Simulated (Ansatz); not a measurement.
**KMgF3 (Pm-3m): equation of state with a fit in Python**

Where is the equilibrium volume of KMgF3 (Pm-3m), and how stiff is it? The task is an equation of state with a fit, for KMgF3 (Pm-3m).

All numbers are computed with Ansatz 0.2.0, driven from Python. Level of theory: DFT PBE, plane waves, PAW.

## 1. Starting point

The structure is cubic, space group Pm-3m (No. 221). The conventional cell has a = 3.986 Å, b = 3.986 Å, c = 3.986 Å, α = 90.00°, β = 90.00°, γ = 90.00°. K (site symmetry m-3m) has 12 F at 2.82 Å as nearest neighbours. Mg (site symmetry m-3m) has 6 F at 1.99 Å as nearest neighbours. F (site symmetry 4/mmm) is surrounded by 2 Mg at 1.99 Å and 4 K at 2.82 Å.

The script holds or builds the structure itself.

## 2. The code

eos_kmgf3.py

```python
import logging
import sys

import ansatz as az
from ase.eos import EquationOfState
from ase.units import GPa
import numpy as np

logging.basicConfig(stream=sys.stdout, format="[%(levelname)s] %(message)s")
logger = logging.getLogger("calc")
logger.setLevel(logging.INFO)

VECTORS = np.array([
    [3.9859, 0.0, 0.0],
    [0.0, 3.9859, 0.0],
    [0.0, 0.0, 3.9859],
])
SITES = [
    ("K", (0.5, 0.5, 0.5)),
    ("Mg", (0.0, 0.0, 0.0)),
    ("F", (0.5, 0.0, 0.0)),
    ("F", (0.0, 0.5, 0.0)),
    ("F", (0.0, 0.0, 0.5)),
]


def make_crystal(cell):
    crystal = az.Crystal(lattice=az.Lattice.of(cell))
    for symbol, position in SITES:
        crystal = crystal.atom(symbol, position)
    return crystal

volumes, energies = [], []
for scale in np.linspace(0.9, 1.1, 9):
    cell = VECTORS * scale ** (1 / 3)
    base = (
        make_crystal(cell).calculation()
        .functional("pbe")
        .basis(34 * az.Ry)
        .occupations("fixed")
        .kpoints(5, 5, 5)
    )
    r = base.run(threads=1, backend="cpu").report
    volumes.append(abs(np.linalg.det(cell)) / len(SITES))
    energies.append(r["free_energy_ev"] / len(SITES))
    logger.info(f"V = {volumes[-1]:8.4f} A^3/atom  F = {energies[-1]:.5f} eV/atom")

eos = EquationOfState(volumes, energies, eos="sj")
v0, e0, bulk = eos.fit()
logger.info(f"V0 = {v0:.4f} A^3/atom, E0 = {e0:.5f} eV/atom, B = {bulk / GPa:.1f} GPa")
```

## 3. What the engine is handed

The engine receives this input (first run):

```yaml
crystal:
  lattice:
    - [3.8483441380995793, 0.0, 0.0]
    - [0.0, 3.8483441380995793, 0.0]
    - [0.0, 0.0, 3.8483441380995793]
  atoms:
    - { symbol: K, position: [0.5, 0.5, 0.5] }
    - { symbol: Mg, position: [0.0, 0.0, 0.0] }
    - { symbol: F, position: [0.5, 0.0, 0.0] }
    - { symbol: F, position: [0.0, 0.5, 0.0] }
    - { symbol: F, position: [0.0, 0.0, 0.5] }
basis:
  ecutwfc: 462.593566181796
kpoints:
  mp_grid:
    grid: [5, 5, 5]
hamiltonian:
  xc: pbe
scf:
  occupations:
    method: fixed
```

## 4. The run

Command:

```bash
> python eos_kmgf3.py
```

Log:

```text
[INFO] V =  11.3986 A^3/atom  F = -1178.87328 eV/atom
[INFO] V =  11.7152 A^3/atom  F = -1178.89864 eV/atom
[INFO] V =  12.0319 A^3/atom  F = -1178.91821 eV/atom
[INFO] V =  12.3485 A^3/atom  F = -1178.93247 eV/atom
[INFO] V =  12.6651 A^3/atom  F = -1178.94209 eV/atom
[INFO] V =  12.9817 A^3/atom  F = -1178.94762 eV/atom
[INFO] V =  13.2984 A^3/atom  F = -1178.94957 eV/atom
[INFO] V =  13.6150 A^3/atom  F = -1178.94838 eV/atom
[INFO] V =  13.9316 A^3/atom  F = -1178.94442 eV/atom
[INFO] V0 = 13.3306 A^3/atom, E0 = -1178.94961 eV/atom, B = 66.5 GPa
```

Wall time 33 s (1 thread of Intel Xeon at 2.50GHz (Skylake/Cascade Lake), shared host); peak memory 0.38 GiB.

## 5. What changed from run to run

The engine's inputs for some of the other runs:

Run 3, against run 1:

```diff
@@ -3,3 +3,3 @@
-    - [3.8483441380995793, 0.0, 0.0]
-    - [0.0, 3.8483441380995793, 0.0]
-    - [0.0, 0.0, 3.8483441380995793]
+    - [3.918329319194103, 0.0, 0.0]
+    - [0.0, 3.918329319194103, 0.0]
+    - [0.0, 0.0, 3.918329319194103]
```

Run 4, against run 1:

```diff
@@ -3,3 +3,3 @@
-    - [3.8483441380995793, 0.0, 0.0]
-    - [0.0, 3.8483441380995793, 0.0]
-    - [0.0, 0.0, 3.8483441380995793]
+    - [3.95240345835865, 0.0, 0.0]
+    - [0.0, 3.95240345835865, 0.0]
+    - [0.0, 0.0, 3.95240345835865]
```

Run 7, against run 1:

```diff
@@ -3,3 +3,3 @@
-    - [3.8483441380995793, 0.0, 0.0]
-    - [0.0, 3.8483441380995793, 0.0]
-    - [0.0, 0.0, 3.8483441380995793]
+    - [4.051254238628324, 0.0, 0.0]
+    - [0.0, 4.051254238628324, 0.0]
+    - [0.0, 0.0, 4.051254238628324]
```

Lines on the test bed's own set-up are left out of the output.

## 6. The engine's runs

The 9 runs, in the order started:

```
run  volume (Å³/atom)  energy from run 7 (meV/atom)  gap on the mesh (eV)  SCF cycles  CPU time (s)
  1            11.399                         76.29                  8.26           6           1.8
  2            11.715                         50.93                  8.02           6           1.5
  3            12.032                         31.36                  7.80           6           1.5
  4            12.348                         17.10                  7.59           6           1.6
  5            12.665                          7.49                  7.40           6           1.6
  6            12.982                          1.95                  7.21           6           1.4
  7            13.298                          0.00                  7.03           6           1.7
  8            13.615                          1.19                  6.86           6           1.7
  9            13.932                          5.15                  6.70           6           1.8
```

## 7. Summary of results

| quantity | value |
| --- | --- |
| runs compared | 9 |
| range of energy | 76.29 meV/atom |
| lowest point, volume (Å³/atom) | 13.298 |
| equilibrium volume (fit) | 13.33 Å³/atom |
| bulk modulus (fit) | 67 GPa |

A third-order Birch-Murnaghan fit through the 9 points (the script's own form differs a little) has its minimum at 13.33 Å³ an atom, 5.3 % above the typed cell, with a bulk modulus of 67 GPa and dB/dP = 4.2. From that minimum the energy rises by 76.3 meV an atom on the compressed side and 5.2 meV on the expanded side. The window is off centre, so dB/dP is rough.
